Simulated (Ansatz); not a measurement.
# MnO2: the cost of one run

Program: Ansatz 0.2.0. Level of theory: DFT PBE+U (U_eff = 2 eV on Mn d), plane waves, PAW. These are calculated values, not measurements.

## Step 1: The system as given

Symmetry: P4_2/mnm, No. 136, tetragonal system. Conventional cell: a = 4.396 Å, b = 4.396 Å, c = 2.871 Å, α = 90.00°, β = 90.00°, γ = 90.00°. Around Mn (site symmetry mmm) lie 6 O at 1.88 to 1.89 Å. Around O (site symmetry m2m) lie 3 Mn at 1.88 to 1.89 Å.

Structure file:

```xyz
6
Lattice="4.3960 0.0000 0.0000 0.0000 4.3960 0.0000 0.0000 0.0000 2.8710" Properties=species:S:1:pos:R:3 pbc="T T T"
Mn    0.0000    0.0000    0.0000
Mn    2.1980    2.1980    1.4355
O     1.3276    1.3276    0.0000
O     0.8704    3.5256    1.4355
O     3.0684    3.0684    0.0000
O     3.5256    0.8704    1.4355
```

Magnetic order typed: opposed in the cell.

An earlier series on this cell reached its lowest free state from «natural orbitals of the symmetric run, filled by rank», perhaps among other starts.

## Step 2: Random orbitals: single harmonics, second filling

The input, input.yaml:

```yaml
crystal:
  lattice:
    - [4.39599877, 0.0, 0.0]
    - [0.0, 4.39599877, 0.0]
    - [0.0, 0.0, 2.87099919]
  atoms:
    - { symbol: Mn, position: [0.0, 0.0, 0.0], spin: 1.0 }
    - { symbol: Mn, position: [0.5, 0.5, 0.5], spin: -1.0 }
    - { symbol: O, position: [0.302, 0.302, 0.0] }
    - { symbol: O, position: [0.198, 0.802, 0.5] }
    - { symbol: O, position: [0.698, 0.698, 0.0] }
    - { symbol: O, position: [0.802, 0.198, 0.5] }
basis:
  ecutwfc: 420
  ecutrho_ratio: 4
kpoints:
  mp_grid: { grid: [4, 4, 7] }
hamiltonian:
  xc: pbe
  hubbard:
    sites:
      - { site: 0, l: d, u_eff: 2.0, starting_ns: [{ spin: up, occupation_matrix: s0up }, { spin: down, occupation_matrix: s0down }] }
      - { site: 1, l: d, u_eff: 2.0, starting_ns: [{ spin: up, occupation_matrix: s1up }, { spin: down, occupation_matrix: s1down }] }
    occupation_matrices:
      s0up:
        matrix:
          - [0.02, 0.0, 0.0, 0.0, 0.0]
          - [0.0, 0.97, 0.0, 0.0, 0.0]
          - [0.0, 0.0, 0.02, 0.0, 0.0]
          - [0.0, 0.0, 0.0, 0.97, 0.0]
          - [0.0, 0.0, 0.0, 0.0, 0.02]
      s0down:
        matrix:
          - [0.97, 0.0, 0.0, 0.0, 0.0]
          - [0.0, 0.02, 0.0, 0.0, 0.0]
          - [0.0, 0.0, 0.02, 0.0, 0.0]
          - [0.0, 0.0, 0.0, 0.02, 0.0]
          - [0.0, 0.0, 0.0, 0.0, 0.02]
      s1up:
        matrix:
          - [0.02, 0.0, 0.0, 0.0, 0.0]
          - [0.0, 0.97, 0.0, 0.0, 0.0]
          - [0.0, 0.0, 0.02, 0.0, 0.0]
          - [0.0, 0.0, 0.0, 0.02, 0.0]
          - [0.0, 0.0, 0.0, 0.0, 0.02]
      s1down:
        matrix:
          - [0.97, 0.0, 0.0, 0.0, 0.0]
          - [0.0, 0.97, 0.0, 0.0, 0.0]
          - [0.0, 0.0, 0.02, 0.0, 0.0]
          - [0.0, 0.0, 0.0, 0.02, 0.0]
          - [0.0, 0.0, 0.0, 0.0, 0.02]
    ns_hold: { iters: 12 }
scf:
  occupations: { method: gaussian, width: 0.05 }
  lower_state_search: "off"
  max_iter: 150
output:
  forces: true
  stress: true
  eigenvalues: true
  populations: true
  hubbard: { sites: [{ site: 0, l: d }, { site: 1, l: d }] }
magnetization:
  spin_polarized: true
```

The typed matrices put 0.97 on the chosen orbitals and 0.02 on the others, and are held for 12 cycles.

The run is started by

```
ansatz run input.yaml --threads 4 --pin off --max-ram 6144MiB --backend cpu --events-out ev --progress --plain --runs-dir out
```

Q: Estimate wall time and peak memory on 4 threads of Intel Xeon, shared host.

About 11 s, with a peak of 0.53 GiB.
